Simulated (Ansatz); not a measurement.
**RuSe (zincblende): equation of state**

An exercise on one series of results from a longer session: the logs are not shown, and one member is left open.

Method: DFT r²SCAN, scalar-relativistic, plane waves, PAW, in Ansatz 0.2.0.

1 further run of the same task is left out (set aside as unsound or not needed). Runs told in other sessions of the task aren't counted.

## The system as given

The structure is cubic, space group F-43m (No. 216). Conventional cell: a = 5.465 Å, b = 5.465 Å, c = 5.465 Å, α = 90.00°, β = 90.00°, γ = 90.00°. Around Ru (site symmetry -43m) lie 4 Se at 2.37 Å. Se (site symmetry -43m) has 4 Ru at 2.37 Å in its first shell of neighbours.

Structure file:

```
Ru Se
1.0
     0.00000    2.73242    2.73242
     2.73242    0.00000    2.73242
     2.73242    2.73242    0.00000
Ru Se
1 1
Direct
  0.00000 0.00000 0.00000
  0.25000 0.25000 0.25000
```

This cell comes from an earlier session at r²SCAN: 20.401 Å³/atom at 0.00 GPa, on a 10×10×10 mesh.

Volume factors to run: 0.980, 1.020, 0.960, 1.040, 1.070.

Set-up of the first run:

Input file input.yaml:

```yaml
crystal:
  lattice:
    - [0.0, 2.7140846829, 2.7140846829]
    - [2.7140846829, 0.0, 2.7140846829]
    - [2.7140846829, 2.7140846829, 0.0]
  atoms:
    - { symbol: Ru, position: [0.0, 0.0, 0.0] }
    - { symbol: Se, position: [0.25, 0.25, 0.25] }
basis:
  ecutwfc: 500
  ecutrho_ratio: 4
kpoints:
  mp_grid: { grid: [10, 10, 10] }
hamiltonian:
  xc: r2scan
scf:
  occupations: { method: gaussian, width: 0.05 }
output:
  forces: true
  stress: true
  eigenvalues: true
```

Command:

```sh
$ ansatz run input.yaml --threads 2 --pin off --max-ram 2662MiB --backend cpu --events-out ev --progress --plain --runs-dir out
```

Steps of the session up to this table: Volume × 0.980; Scaling the volume by 1.020; Scaling the volume by 0.960; At 1.040 of the relaxed volume; Volume × 1.070.

One table of the session follows, with a row left open; its other results are not shown here.

It belongs to the step «The fit». 

```
volume (Å³/atom)  energy (meV/atom)  pressure (GPa)
          19.585              14.17            5.81
          19.993               3.40            2.73
          20.401               0.00            0.00
          20.809               3.17           -2.42
          21.217                  ?               ?
          21.829              35.19           -7.36
```

**Question.** Estimate the row for volume (Å³/atom) = 21.217.

Worked estimate for «energy (meV/atom)». A straight line through the neighbours (20.809, 3.17) and (21.829, 35.19) gives 3.17 + (35.19 − 3.17) × (21.217 − 20.809) / (21.829 − 20.809) = 15.98; a parabola fitted to 3 rows on both sides gives 11.85.

The run gave: energy (meV/atom): 12.17; pressure (GPa): -4.58. In «energy (meV/atom)» the line misses by +3.81 and the parabola by -0.32.
